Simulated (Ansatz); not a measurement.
Working through harmonic frequencies at the relaxed geometry of CH5FO2Si, SMILES CO[SiH](O)F

With the Ansatz DFT code, driven from Python.

Notebook, run cell by cell (the value of a cell's last expression is shown):

```python
from dataclasses import dataclass
import itertools
import warnings

import ansatz as az
from ase import Atoms
from ase.data import atomic_numbers, covalent_radii
import numpy as np
```

```python
@dataclass(frozen=True)
class Settings:
    basis: str = "def2-SVP"
    functional: str = "pbe"
    vdw: str = "d3bj"


cfg = Settings()
```

```python
warnings.simplefilter("ignore", az.DeckWarning)
```

```python
atoms = Atoms(["C", "O", "Si", "O", "F", "H", "H", "H", "H", "H"], positions=[
    (-1.4909, 0.2741, -0.3273),
    (-0.5417, -0.5876, 0.096),
    (1.013, -0.113, -0.0543),
    (2.0849, -1.2297, 0.6816),
    (1.2224, 1.2521, 0.7426),
    (-1.4399, 0.5567, -1.4094),
    (-1.4942, 1.2492, 0.248),
    (-2.4758, -0.1368, -0.1914),
    (1.4186, 0.0841, -1.4186),
    (1.7867, -1.4003, 1.6359),
])
molecule = az.Crystal.molecule_from_ase(atoms)
```

```python
setup = (
    molecule.calculation()
    .basis(gaussian=cfg.basis)
    .functional(cfg.functional, dispersion=cfg.vdw)
)
symbols = [site.symbol for site in molecule.cartesian_sites]
start = np.array([site.position_ang for site in molecule.cartesian_sites], dtype=float)
r = setup.relax(force_tolerance=0.003).run().report
end = np.array(r["positions_ang"])
```

```python
# pairs closer than 1.2 times the sum of covalent radii, before or after
radius = [covalent_radii[atomic_numbers[s]] for s in symbols]
span = lambda where, i, j: np.linalg.norm(where[i] - where[j])
bonded = [(i, j) for i, j in itertools.combinations(range(len(symbols)), 2) if min(span(start, i, j), span(end, i, j)) < 1.2 * (radius[i] + radius[j])]
print("pair        before    after (A)")
for i, j in bonded:
    print(f"{symbols[i]}{i}-{symbols[j]}{j}".ljust(10), f"{span(start, i, j):8.4f} {span(end, i, j):8.4f}")
for first, second in list(itertools.combinations(bonded, 2)):
    shared = set(first) & set(second)
    if shared and symbols[(j := shared.pop())] != "H":
        i, k = sorted((set(first) | set(second)) - {j})
        u, v = end[i] - end[j], end[k] - end[j]
        angle = np.degrees(np.arccos(np.clip(u @ v / np.linalg.norm(u) / np.linalg.norm(v), -1, 1)))
        print(f"final angle {symbols[i]}{i}-{symbols[j]}{j}-{symbols[k]}{k}: {angle:.2f} deg")
```

    pair        before    after (A)
    C0-O1        1.3501   1.4184
    C0-H5        1.1196   1.1137
    C0-H6        1.1322   1.1123
    C0-H7        1.0758   1.1089
    O1-Si2       1.6325   1.6609
    Si2-O3       1.7139   1.6530
    Si2-F4       1.5945   1.6378
    Si2-H8       1.4369   1.4862
    O3-H9        1.0143   0.9736
    final angle O1-C0-H5: 111.63 deg
    final angle O1-C0-H6: 111.98 deg
    final angle O1-C0-H7: 108.57 deg
    final angle C0-O1-Si2: 124.97 deg
    final angle H5-C0-H6: 108.28 deg
    final angle H5-C0-H7: 107.87 deg
    final angle H6-C0-H7: 108.39 deg
    final angle O1-Si2-O3: 108.17 deg
    final angle O1-Si2-F4: 106.92 deg
    final angle O1-Si2-H8: 115.09 deg
    final angle O3-Si2-F4: 111.91 deg
    final angle O3-Si2-H8: 107.50 deg
    final angle Si2-O3-H9: 115.07 deg
    final angle F4-Si2-H8: 107.33 deg

```python
# same settings at the minimum
minimum = az.Crystal.molecule()
for symbol, place in zip(symbols, end):
    minimum = minimum.atom(symbol, place.tolist())
vibrating = (
    minimum.calculation()
    .basis(gaussian=cfg.basis)  # atom-centred Gaussian functions
    .functional(cfg.functional, dispersion=cfg.vdw)
    .phonons(temperatures=(298.15, 498.15, 100))
)
vib = vibrating.run().report["vibrations"]
sums = vib["harmonic_sums"]
modes = [m["omega_inv_cm"] for m in sums["modes_at_gamma"] if m["rigid_motion"] == "no"]
print("frequencies (1/cm):", " ".join(f"{w:.0f}" for w in modes))
print("imaginary modes:", sum(w < 0 for w in modes), " zero-point energy:", round(sums["zero_point_energy_ev"], 4), "eV")
print("T (K)   F_vib (eV)   S_vib (meV/K)   C_vib (meV/K)")
for row in zip(sums["temperatures_k"], sums["vibrational_free_energy_ev"], vib["entropy_ev_per_k"], vib["heat_capacity_ev_per_k"]):
    print(f"{row[0]:6.1f} {row[1]:11.4f} {1000 * row[2]:13.4f} {1000 * row[3]:15.4f}")
```

    frequencies (1/cm): 61 87 143 210 301 351 373 712 754 810 867 881 959 1122 1135 1173 1421 1426 1427 2261 2934 3011 3049 3764
    imaginary modes: 0  zero-point energy: 1.8121 eV
    T (K)   F_vib (eV)   S_vib (meV/K)   C_vib (meV/K)
     298.1      1.6995        0.7802          0.7433
     398.1      1.6093        1.0229          0.9388
     498.1      1.4954        1.2513          1.1003

```python
# all hydrogen replaced by deuterium
heavier = vibrating.phonons(masses={"H": 2.014102}).run().report["vibrations"]["harmonic_sums"]
print("deuterated (1/cm):", " ".join(f"{m['omega_inv_cm']:.0f}" for m in heavier["modes_at_gamma"] if m["rigid_motion"] == "no"))
print("zero-point energy falls by", round(sums["zero_point_energy_ev"] - heavier["zero_point_energy_ev"], 4), "eV")
```

    deuterated (1/cm): 52 66 125 167 286 316 360 571 598 627 728 847 880 902 945 1025 1028 1074 1145 1628 2105 2234 2263 2740
    zero-point energy falls by 0.4041 eV

Reading the output:
- The frequencies are harmonic and unscaled, in a modest basis.
- The result belongs to the one conformer reached from this start, and soft torsions count as harmonic oscillators.
- Timing: 4.6 min on 1 thread of Arm Neoverse V1 (shared host), peak memory 0.22 GiB.
